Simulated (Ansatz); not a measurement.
# CH₇GaN₂O: small, medium and large basis sets

Aim: see how fast density functionals converge with the basis set for CH₇GaN₂O.

Program: Ansatz 0.2.0, Gaussian basis. Level of theory: one geometry, several basis sets. These are calculated values, not measurements.

Levels to be run: PBE0-D4/def2-SVP; ωB97M-V/def2-SVP; PBE0-D4/def2-QZVPP; ωB97M-V/def2-QZVPP; the functionals' def2-TZVPP values are taken from earlier runs.

## (1) The relaxed structure

The geometry comes from an earlier relaxation with PBE0-D4/def2-TZVP; it is a stationary point, not always the lowest conformer.

SMILES `N[CH2][Ga]([NH2])[OH]`, 12 atoms, charge 0, spin multiplicity 1.

Atoms are counted from 1 here; the program's logs count them from 0.

Bond lengths: N1–C2 1.461 Å, N1–H6 1.013 Å, N1–H7 1.013 Å, C2–Ga3 1.982 Å, C2–H8 1.094 Å, C2–H9 1.094 Å, Ga3–N4 1.819 Å, Ga3–O5 1.801 Å, N4–H10 1.006 Å, N4–H11 1.005 Å, O5–H12 0.958 Å. Angles: C2–N1–H6 110.2°, C2–N1–H7 110.2°, H6–N1–H7 105.1°, N1–C2–Ga3 115.4°, N1–C2–H8 108.9°, N1–C2–H9 108.9°, Ga3–C2–H8 109.1°, Ga3–C2–H9 109.1°, H8–C2–H9 104.8°, C2–Ga3–N4 130.7°, C2–Ga3–O5 113.0°, N4–Ga3–O5 116.3°, Ga3–N4–H10 124.5°, Ga3–N4–H11 123.8°, H10–N4–H11 111.7°, Ga3–O5–H12 115.1°.

## (2) PBE0-D4 in def2-SVP

The input, in.yaml:

```yaml
crystal:
  periodic: [false, false, false]
  atoms:
    - {symbol: N, position_ang: [-1.862070, 0.921635, 0.983567]}
    - {symbol: C, position_ang: [-1.071985, -0.298749, 0.834100]}
    - {symbol: Ga, position_ang: [0.534489, -0.136134, -0.314841]}
    - {symbol: N, position_ang: [1.785443, -1.369960, -0.786906]}
    - {symbol: O, position_ang: [0.756117, 1.520939, -0.984616]}
    - {symbol: H, position_ang: [-1.287975, 1.667092, 1.358160]}
    - {symbol: H, position_ang: [-2.168223, 1.254055, 0.077286]}
    - {symbol: H, position_ang: [-0.769747, -0.648814, 1.825159]}
    - {symbol: H, position_ang: [-1.714996, -1.091407, 0.441337]}
    - {symbol: H, position_ang: [2.575997, -1.181159, -1.379104]}
    - {symbol: H, position_ang: [1.775205, -2.325236, -0.474249]}
    - {symbol: H, position_ang: [1.524743, 1.632637, -1.545893]}
basis:
  gaussian: {orbitals: def2-SVP}
hamiltonian: {xc: pbe0, dispersion: d4}
output: {orbitals: {seedname: orbitals}}
```

On the command line:

```sh
> ansatz run in.yaml --threads 4 --pin off --events-out ev --progress --plain --max-ram 10444MiB
```

The runs that follow: ωB97M-V in def2-SVP; PBE0-D4 in def2-QZVPP; ωB97M-V in def2-QZVPP.

Before running them: what should the planned runs give, taken together? Wanted: PBE0-D4: double and triple zeta above quadruple; ωB97M-V: double and triple zeta above quadruple.

The runs gave:

| quantity | value |
| --- | --- |
| PBE0-D4: double and triple zeta above quadruple | 15.84, 1.58 eV |
| ωB97M-V: double and triple zeta above quadruple | 16.01, 1.53 eV |

**Reading.** For PBE0-D4 the step from double to triple zeta gains 14.26 eV and the next only 1.58 eV. These are total energies; as a rule much of such shifts cancels in differences, which this series doesn't test. The LUMO of ωB97M-V is positive and keeps falling with the basis (2.03 to 1.07 eV): an unbound level that the basis holds in place.
